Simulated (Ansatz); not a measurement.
# GeN2H4 (SMILES [NH2][Ge][NH2]): levels of theory compared

Aim: a comparison of 6 runs (HF/3-21G, HF/def2-SVPD, B2PLYP/def2-SVPD, PBE/def2-SVPD, wB97X/def2-SVPD, MP2/def2-SVPD) of GeN2H4. 

Program for the calculation: Ansatz 0.2.0.

43 further runs of the same task are left out: 43 set aside as unsound or not needed. Runs told in other sessions of the task aren't counted.

## Step 1: The molecule

GeN2H4: 7 atoms, total charge 0, spin state singlet. As SMILES, `[NH2][Ge][NH2]`. The N3–H6 distance was set to 1.512 Å, away from the relaxed value. At this shape a bond of the SMILES string is far longer than usual.

Bond lengths: N1–Ge2 1.827 Å, Ge2–N3 1.827 Å, N1–H4 1.006 Å, N1–H5 1.008 Å, N3–H7 1.006 Å. Angles: N1–Ge2–N3 97.3°, Ge2–N1–H4 120.9°, Ge2–N1–H5 126.9°, Ge2–N3–H7 120.9°, H4–N1–H5 112.3°. A long bond or contact: N3–H6 1.512 Å.

## Step 2: The energy at HF/3-21G (run 1)

Contents of job.yaml:

```yaml
basis:
  gaussian:
    orbitals: 3-21G-spherical.json
crystal:
  periodic: [false, false, false]
  atoms:
    - symbol: "N"
      position_ang: [-1.178150, -0.411663, -0.702500]
    - symbol: Ge
      position_ang: [-0.068150, -1.741363, -0.121100]
    - symbol: "N"
      position_ang: [1.196250, -0.668763, 0.646400]
    - symbol: H
      position_ang: [-2.028350, -0.627763, -1.195000]
    - symbol: H
      position_ang: [-1.046250, 0.580937, -0.585200]
    - symbol: H
      position_ang: [1.191600, 0.842500, 0.702200]
    - symbol: H
      position_ang: [2.003550, -1.064463, 1.097900]
hamiltonian:
  xc: hf
accuracy: high
output:
  orbitals: {seedname: orbitals}
```

The basis set 3-21G is read from a file made from the Basis Set Exchange's data (not shown).

Command:

```bash
$ ansatz run job.yaml --threads 1 --pin off --max-ram 3480MiB --events-out events.jsonl --progress --plain --runs-dir runs
```

Standard output:

```text
Warning: RAYON_NUM_THREADS=1 ignored (pool sized by the plan → 1); use --threads N
Functional definition: HF
  name "HF"
  exchange = exact_x
  correlation = 0
963 factors; integrals over basis functions are off by at most 1.2e-8 eV
mean field evaluation 1: about -59206.4410 eV, gradient 3.7e1 eV
mean field evaluation 2: about -59206.6507 eV, gradient 3.8e1 eV
mean field evaluation 4: about -59209.7116 eV, gradient 2.5e0 eV
mean field evaluation 8: about -59209.7535 eV, gradient 1.2e-1 eV
mean field evaluation 16: about -59209.7536 eV, gradient 4.1e-8 eV
mean field -59209.75358186 eV, -2175.9183103209 hartree, gradient 4.1e-8 eV, S^2 0.000000; 0 other end points of the search recorded, 0 dependent functions left out
reference -59209.75358186 eV, -2175.9183103209 hartree; 25, 25 occupied and 23, 23 virtual orbitals, 963 factors
Total energy: -59209.75358186 eV, -2175.9183103209 hartree
```

Wall time 0.56 s (1 thread of Intel Xeon Platinum 8488C (Sapphire Rapids), shared host); peak memory 0.11 GiB.

## Step 3: A single-point energy at HF/def2-SVPD (run 2)

Contents of input.yaml:

```yaml
crystal:
  periodic: [false, false, false]
  atoms:
    - symbol: N
      position_ang: [-1.178150, -0.411663, -0.702500]
    - symbol: Ge
      position_ang: [-0.068150, -1.741363, -0.121100]
    - symbol: N
      position_ang: [1.196250, -0.668763, 0.646400]
    - symbol: H
      position_ang: [-2.028350, -0.627763, -1.195000]
    - symbol: H
      position_ang: [-1.046250, 0.580937, -0.585200]
    - symbol: H
      position_ang: [1.191600, 0.842500, 0.702200]
    - symbol: H
      position_ang: [2.003550, -1.064463, 1.097900]
basis:
  gaussian: {orbitals: def2-SVPD}
accuracy: high
hamiltonian: {xc: hf}
output: {orbitals: {seedname: orbitals}}
```

Command:

```bash
$ ansatz run input.yaml --threads 1 --pin off --max-ram 3480MiB --events-out events.jsonl --progress --plain --runs-dir runs
```

Standard output:

```text
Warning: RAYON_NUM_THREADS=1 ignored (pool sized by the plan → 1); use --threads N
[... 4 set-up lines as earlier in the session ...]
2257 factors; integrals over basis functions are off by at most 4.6e-9 eV
mean field evaluation 1: about -59485.2364 eV, gradient 4.0e1 eV
mean field evaluation 2: about -59485.2770 eV, gradient 4.0e1 eV
mean field evaluation 4: about -59489.1177 eV, gradient 3.2e0 eV
mean field evaluation 8: about -59489.1739 eV, gradient 3.4e-1 eV
mean field -59489.17487139 eV, -2186.1868533128 hartree, gradient 2.2e-8 eV, S^2 0.000000; 0 other end points of the search recorded, 0 dependent functions left out
reference -59489.17487139 eV, -2186.1868533128 hartree; 25, 25 occupied and 85, 85 virtual orbitals, 2257 factors
Total energy: -59489.17487139 eV, -2186.1868533128 hartree
```

Run time: 4.5 s. Hardware: 1 thread of Intel Xeon Platinum 8488C (Sapphire Rapids), shared host; peak memory 0.35 GiB.

Run 3 isn't shown in full; the table further down has it.

## Step 4: The energy at PBE/def2-SVPD (run 4)

Contents of job.yaml:

```yaml
crystal:
  periodic: [false, false, false]
  atoms:
    - {symbol: N, position_ang: [-1.178150, -0.411663, -0.702500]}
    - {symbol: Ge, position_ang: [-0.068150, -1.741363, -0.121100]}
    - {symbol: N, position_ang: [1.196250, -0.668763, 0.646400]}
    - {symbol: H, position_ang: [-2.028350, -0.627763, -1.195000]}
    - {symbol: H, position_ang: [-1.046250, 0.580937, -0.585200]}
    - {symbol: H, position_ang: [1.191600, 0.842500, 0.702200]}
    - {symbol: H, position_ang: [2.003550, -1.064463, 1.097900]}
basis:
  gaussian: {orbitals: def2-SVPD}
hamiltonian: {xc: pbe}
accuracy: high
output: {orbitals: {seedname: orbitals}}
```

Command:

```bash
$ ansatz run job.yaml --threads 1 --pin off --max-ram 3480MiB --events-out events.jsonl --progress --plain --runs-dir runs
```

Standard output:

```text
Warning: RAYON_NUM_THREADS=1 ignored (pool sized by the plan → 1); use --threads N
Functional definition: PBE
  name "PBE"
  parameter kappa = 0.804
  parameter beta = 0.06672455060314922
  exchange = pbe_x(kappa = kappa, mu = beta*pi^2/3)
  correlation = pbe_c(beta = beta)
2257 factors; integrals over basis functions are off by at most 4.6e-9 eV
mean field evaluation 1: about -59524.2755 eV, gradient 9.0e1 eV
mean field evaluation 2: about -59419.4856 eV, gradient 1.8e2 eV
mean field evaluation 4: about -59539.2120 eV, gradient 2.1e1 eV
mean field evaluation 8: about -59541.0670 eV, gradient 3.0e-1 eV
mean field evaluation 16: about -59541.0639 eV, gradient 2.0e-4 eV
mean field -59541.06386138 eV, -2188.0937385231 hartree, gradient 3.8e-8 eV, S^2 0.000000; 0 other end points of the search recorded, 0 dependent functions left out
reference -59541.06386506 eV, -2188.0937386582 hartree; 25, 25 occupied and 85, 85 virtual orbitals, 2257 factors
Total energy: -59541.06386506 eV, -2188.0937386582 hartree
```

Wall time 5.7 s (1 thread of Intel Xeon Platinum 8488C (Sapphire Rapids), shared host); peak memory 0.31 GiB.

Run 5 isn't shown in full; the table further down has it.

## Step 5: A single-point energy at MP2/def2-SVPD (run 6)

Contents of run.yaml:

```yaml
crystal:
  periodic: [false, false, false]
  atoms:
    - {symbol: N, position_ang: [-1.178150, -0.411663, -0.702500]}
    - {symbol: Ge, position_ang: [-0.068150, -1.741363, -0.121100]}
    - {symbol: "N", position_ang: [1.196250, -0.668763, 0.646400]}
    - {symbol: H, position_ang: [-2.028350, -0.627763, -1.195000]}
    - {symbol: H, position_ang: [-1.046250, 0.580937, -0.585200]}
    - {symbol: H, position_ang: [1.191600, 0.842500, 0.702200]}
    - {symbol: H, position_ang: [2.003550, -1.064463, 1.097900]}
basis:
  gaussian: {orbitals: def2-SVPD}
correlation: {method: mp2, frozen_orbitals: {Ge: 9, H: 0, "N": 1}}
accuracy: high
```

Command:

```bash
$ ansatz run run.yaml --threads 1 --pin off --max-ram 3480MiB --events-out events.jsonl --progress --plain --runs-dir runs
```

Standard output:

```text
Warning: RAYON_NUM_THREADS=1 ignored (pool sized by the plan → 1); use --threads N
[... 4 set-up lines as earlier in the session ...]
2257 factors; integrals over basis functions are off by at most 4.6e-9 eV
mean field evaluation 1: about -59485.2364 eV, gradient 4.0e1 eV
mean field evaluation 2: about -59485.2770 eV, gradient 4.0e1 eV
mean field evaluation 4: about -59489.1177 eV, gradient 3.2e0 eV
mean field evaluation 8: about -59489.1739 eV, gradient 3.4e-1 eV
mean field -59489.17487139 eV, -2186.1868533128 hartree, gradient 2.2e-8 eV, S^2 0.000000; 0 other end points of the search recorded, 0 dependent functions left out; unrestricted orbitals would lower it
mean field evaluation 16: about -59489.0177 eV, gradient 2.9e0 eV
11 core orbitals not correlated: weight in the atoms' cores, before any rotation towards them, 1.000 or more for the frozen orbitals, at most 0.000 for the correlated occupied ones
reference -59489.17487139 eV, -2186.1868533128 hartree; 14, 14 occupied and 85, 85 virtual orbitals, 2257 factors
second order -16.48379148 eV of doubles, -0.00000000 eV of singles
Total energy: -59505.65866287 eV, -2186.7926214764 hartree
```

Wall time 5.4 s (1 thread of Intel Xeon Platinum 8488C (Sapphire Rapids), shared host); peak memory 0.35 GiB.

## Step 6: The series

```csv
run,level,frozen core orbitals,energy (Eh),HOMO energy (eV),LUMO energy (eV),HOMO–LUMO gap (eV),wall time
1,HF/3-21G,–,-2175.918310,-8.84,2.82,11.66,0.56 s
2,HF/def2-SVPD,–,-2186.186853,-9.24,1.91,11.16,4.5 s
3,B2PLYP/def2-SVPD,11,-2188.052343,-7.84,-0.10,7.75,11 s
4,PBE/def2-SVPD,–,-2188.093739,-5.60,-2.28,3.32,5.7 s
5,wB97X/def2-SVPD,–,-2188.539997,-9.18,0.77,9.95,21 s
6,MP2/def2-SVPD,11,-2186.792621,–,–,–,5.4 s
```

## Step 7: Summary of results

```
                                           quantity           value
                                run 6: total energy  -2186.79262 Eh
run 6: correlation energy (11 core orbitals frozen)      -605.8 mEh
```

Over runs 1, 2, 3, 4, 5 the HOMO–LUMO gap runs from 3.32 eV (PBE/def2-SVPD) to 11.66 eV (HF/3-21G). The two ends differ in method and basis. Totals of different functionals can't be ranked against each other. In run 6 the log says that unrestricted orbitals would lower the reference, so the values rest on an unstable closed-shell determinant (other closed-shell runs at this shape may share the fault). In runs 1, 2, 4, 5, 6 a closed-shell determinant meets a far-stretched bond; if it breaks into open shells, such a determinant describes it badly, and no broken-symmetry solution was shown. All runs together took 49 s, the longest 21 s.
